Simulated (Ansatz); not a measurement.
**C2H4NOSi radical: small, medium and large basis sets**

The task here is to estimate one member of a computed series from the others.

The runs use Ansatz 0.2.0, Gaussian basis; one geometry, several basis sets.

Plan: PBE0-D4/def2-SVP; ωB97M-V/def2-SVP; PBE0-D4/def2-QZVPP; ωB97M-V/def2-QZVPP; CCSD(T)/cc-pV(D+d)Z; CCSD(T)/cc-pV(T+d)Z; MP2/cc-pV(Q+d)Z; the functionals' def2-TZVPP values are taken from earlier runs.

### The relaxed structure

An earlier PBE0-D4 in a triple-zeta def2 set relaxation fixed the geometry.

SMILES `CO[SiH]C#N`, 9 atoms, charge 0, spin multiplicity 2.

Atoms are counted from 1 here; the program's logs count them from 0.

Bond lengths: C1–O2 1.415 Å, C1–H6 1.090 Å, C1–H7 1.093 Å, C1–H8 1.094 Å, O2–Si3 1.628 Å, Si3–C4 1.850 Å, Si3–H9 1.481 Å, C4–N5 1.155 Å. Angles: O2–C1–H6 107.7°, O2–C1–H7 110.7°, O2–C1–H8 111.3°, H6–C1–H7 108.9°, H6–C1–H8 109.1°, H7–C1–H8 109.1°, C1–O2–Si3 126.4°, O2–Si3–C4 109.4°, O2–Si3–H9 108.2°, C4–Si3–H9 109.4°, Si3–C4–N5 174.0°.

Set-up of the first run:

Input file in.yaml:

```yaml
crystal:
  periodic: [false, false, false]
  atoms:
    - {symbol: C, position_ang: [-1.064228, 0.451114, -0.837282]}
    - {symbol: O, position_ang: [-0.466840, 0.838533, 0.386085]}
    - {symbol: Si, position_ang: [1.048447, 0.496162, 0.873145]}
    - {symbol: C, position_ang: [1.426027, -1.277529, 0.508904]}
    - {symbol: N, position_ang: [1.716876, -2.345614, 0.180632]}
    - {symbol: H, position_ang: [-2.136822, 0.624009, -0.750722]}
    - {symbol: H, position_ang: [-0.673972, 1.050215, -1.664344]}
    - {symbol: H, position_ang: [-0.888747, -0.607944, -1.047441]}
    - {symbol: H, position_ang: [1.127757, 0.724755, 2.334025]}
basis:
  gaussian: {orbitals: def2-SVP}
magnetization: {spin_polarized: true, initial_magnetization: 1}
hamiltonian: {xc: pbe0, dispersion: d4}
output: {orbitals: {seedname: orbitals}}
```

On the command line:

```bash
> ansatz run in.yaml --threads 2 --pin off --events-out ev --progress --plain --max-ram 20480MiB --backend cpu
```

Among the steps run: PBE0-D4 in def2-SVP; ωB97M-V in def2-SVP; PBE0-D4 in def2-QZVPP; ωB97M-V in def2-QZVPP.

One of the session's tables, all rows but one given; the rest of the session is left out.

```
functional       basis  HOMO (eV)  LUMO (eV)
   PBE0-D4    def2-SVP      -6.51      -2.91
   PBE0-D4  def2-TZVPP      -6.64      -2.98
   PBE0-D4  def2-QZVPP          ?          ?
   ωB97M-V    def2-SVP      -8.26      -1.18
   ωB97M-V  def2-TZVPP      -8.41      -1.32
   ωB97M-V  def2-QZVPP      -8.44      -1.38
```

Q: Estimate the row for PBE0-D4, def2-QZVPP from the others.

The run gave: HOMO (eV): -6.66; LUMO (eV): -3.01. In the column «HOMO (eV)» it lies between ωB97M-V, def2-SVP (-8.26) and PBE0-D4, def2-TZVPP (-6.64).
